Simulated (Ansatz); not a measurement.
# In3As2: the cost of one run

Computed with Ansatz 0.2.0 (DFT PBE, scalar-relativistic, plane waves, PAW, unless a step's input says otherwise).

## (1) The system as given

It takes space group R-3c (No. 167, trigonal). Conventional cell: a = 6.658 Å, b = 6.658 Å, c = 18.179 Å, α = 90.00°, β = 90.00°, γ = 120.00°. In (site symmetry 2) has 4 As at 2.59 to 2.76 Å as nearest neighbours. As (site symmetry 3) has 6 In at 2.59 to 2.76 Å as nearest neighbours.

As a file:

```
CELL_PARAMETERS angstrom
3.32915 1.92208 6.05955
-3.32915 1.92208 6.05955
0.00000 -3.84417 6.05955
ATOMIC_POSITIONS crystal
In 0.05625 0.44375 0.75000
In 0.75000 0.05625 0.44375
In 0.44375 0.75000 0.05625
In 0.94375 0.55625 0.25000
In 0.25000 0.94375 0.55625
In 0.55625 0.25000 0.94375
As 0.85218 0.85218 0.85218
As 0.64782 0.64782 0.64782
As 0.14782 0.14782 0.14782
As 0.35218 0.35218 0.35218
```

(A quick probe on a coarse mesh, which set the mesh and smearing, is not shown.)

## (3) Coarse relaxation

The input, input.yaml:

```yaml
crystal:
  lattice:
    - [3.3291487144, 1.9220849064, 6.0595506005]
    - [-3.3291487144, 1.9220849064, 6.0595506005]
    - [0.0, -3.8441698129, 6.0595506005]
  atoms:
    - { symbol: In, position: [0.05625, 0.44375, 0.75] }
    - { symbol: In, position: [0.75, 0.05625, 0.44375] }
    - { symbol: In, position: [0.44375, 0.75, 0.05625] }
    - { symbol: In, position: [0.94375, 0.55625, 0.25] }
    - { symbol: In, position: [0.25, 0.94375, 0.55625] }
    - { symbol: In, position: [0.55625, 0.25, 0.94375] }
    - { symbol: As, position: [0.85218, 0.85218, 0.85218] }
    - { symbol: As, position: [0.64782, 0.64782, 0.64782] }
    - { symbol: As, position: [0.14782, 0.14782, 0.14782] }
    - { symbol: As, position: [0.35218, 0.35218, 0.35218] }
basis:
  ecutwfc: 420
kpoints:
  mp_grid: { grid: [3, 3, 3] }
hamiltonian:
  xc: pbe
scf:
  occupations: { method: gaussian, width: 0.1 }
  lower_state_search: "off"
output:
  forces: true
  stress: true
  eigenvalues: true
relax:
  adjacent_minimum: "off"
  f_tol: 0.04
  max_steps: 70
  cell: { stress_tol: 0.4 }
```

Command:

```sh
> ansatz run input.yaml --threads 1 --pin off --max-ram 2560MiB --backend cpu --events-out ev --progress --plain --runs-dir out
```

**Question.** How long does this run take on 1 thread of Intel Xeon Platinum 8375C at 2.90GHz (Ice Lake), shared host, and how much memory does it need?

About 53 s, with a peak of 0.66 GiB.
